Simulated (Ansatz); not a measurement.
# Zn5O3: the cost of one run

Program: Ansatz 0.2.0. Level of theory: DFT PBE, scalar-relativistic, plane waves, PAW, unless a step names another level. These are calculated values, not measurements.

1 further run of the same task is left out (it didn't finish).

**1. The system as given**

Symmetry: P3m1, No. 156, trigonal system. Conventional cell: a = 3.206 Å, b = 3.206 Å, c = 12.188 Å, α = 90.00°, β = 90.00°, γ = 120.00°. Around Zn (site symmetry 3m) lie 4 O at 1.97 to 2.00 Å. Zn (site symmetry 3m) has 3 O at 2.02 Å as nearest neighbours. Around Zn (site symmetry 3m) lie 4 O at 1.96 to 1.99 Å. Zn (site symmetry 3m) is surrounded by 1 O at 1.97 Å. Zn (site symmetry 3m) is surrounded by 6 Zn at 2.63 to 2.81 Å. O (site symmetry 3m) has 4 Zn at 1.96 to 2.00 Å as nearest neighbours. O (site symmetry 3m) is surrounded by 4 Zn at 1.97 to 2.02 Å. O (site symmetry 3m) has 4 Zn at 1.97 to 1.99 Å as nearest neighbours.

Structure file:

```
CELL_PARAMETERS angstrom
3.20625 0.00000 0.00000
-1.60312 2.77669 0.00000
0.00000 0.00000 12.18789
ATOMIC_POSITIONS crystal
Zn 0.00000 0.00000 0.43373
Zn 0.33333 0.66667 0.66195
Zn 0.33333 0.66667 0.21140
Zn 0.00000 0.00000 0.98939
Zn 0.66667 0.33333 0.83591
O 0.33333 0.66667 0.37263
O 0.00000 0.00000 0.59502
O 0.00000 0.00000 0.15097
```

It came out lowest among 29 distinct ends of the trial cells. At a tolerance of 0.05 Å it has space group P3m1 (No. 156).

**2. Tight relaxation for the response runs, on the response runs' mesh and smearing**

File input.yaml:

```yaml
crystal:
  lattice:
    - [3.2062471006, 0.0, 0.0]
    - [-1.6031235503, 2.77669144, 0.0]
    - [0.0, 0.0, 12.1878850727]
  atoms:
    - { symbol: Zn, position: [0.0, 0.0, 0.4337276506] }
    - { symbol: Zn, position: [0.3333333333, 0.6666666667, 0.6619535377] }
    - { symbol: Zn, position: [0.3333333333, 0.6666666667, 0.2114032447] }
    - { symbol: Zn, position: [0.0, 0.0, 0.9893897331] }
    - { symbol: Zn, position: [0.6666666667, 0.3333333333, 0.8359060977] }
    - { symbol: O, position: [0.3333333333, 0.6666666667, 0.372625589] }
    - { symbol: O, position: [0.0, 0.0, 0.5950230931] }
    - { symbol: O, position: [0.0, 0.0, 0.1509710541] }
basis:
  ecutwfc: 420
kpoints:
  mp_grid: { grid: [12, 12, 4] }
hamiltonian:
  xc: pbe
scf:
  occupations: { method: gaussian, width: 0.1 }
output:
  forces: true
  stress: true
  eigenvalues: true
  write_density: true
  write_potential: true
  elf: true
  volumetric_format: npy
relax:
  adjacent_minimum: "off"
  f_tol: 0.001
  max_steps: 60
  cell: { stress_tol: 0.01 }
```

Launch:

```sh
ansatz run input.yaml --threads 3 --pin off --max-ram 7680MiB --backend cpu --events-out ev --progress --plain --runs-dir out
```

Q: Estimate wall time and peak memory on 3 threads of Arm Neoverse V2, shared host.

About 70 s, with a peak of 0.57 GiB.
